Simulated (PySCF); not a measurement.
# F2H2OSi: the cost of one run

Computed with PySCF 2.14.0; each step states its level. No surroundings beyond the atoms listed, unless a continuum is named. Atoms count from 0, parts from 1.

## 1. Starting point

Each species was relaxed by itself at PBE0-D3(BJ)/def2-SVPD.

## 2. Reaction energy: wB97M-D3(BJ)/def2-TZVPD

Job settings and geometry (Å):

```
{"job": {"kind": "react", "xc": "wB97M-D3(BJ)", "basis": "def2-TZVPD"}, "charge": 0, "multiplicity": 1}
-1 F2H2Si charge 0 multiplicity 1
F      1.209210    -1.018380    -0.038650
Si    -0.028280     0.030550     0.037640
F     -0.960080    -0.218700    -1.269020
H      0.521450     1.401500    -0.039170
H     -0.826890    -0.282290     1.242550

-1 N2O charge 0 multiplicity 1
N      0.967310    -0.617940     0.016250
N      0.021220    -0.009670     0.019510
O     -0.968680     0.626780     0.022910

+1 F2H2OSi charge 0 multiplicity 1
O      1.190330    -0.429800    -0.235640
Si    -0.391610    -0.048940    -0.069750
F     -0.682990     1.468260    -0.555010
F     -0.834990    -0.077230     1.487040
H      1.873680     0.078310     0.208240
H     -1.197710    -0.996120    -0.847420

+1 N2 charge 0 multiplicity 1
N      0.547490     0.015640     0.033610
N     -0.547490    -0.015640    -0.033610
```

With the program's defaults for keys left out, this is: wB97M-D3(BJ)/def2-TZVPD reaction energy of separated species, gas phase.

The run is started by

```bash
$ OMP_NUM_THREADS=1 python cluster_run.py task.json out
```

This one command runs all jobs of the session in turn.

Q: Estimate the wall time and peak memory of this first job on 1 thread of INTEL XEON PLATINUM 8581C at 2.30GHz, shared host.

About 10 s, with a peak of 0.61 GiB.
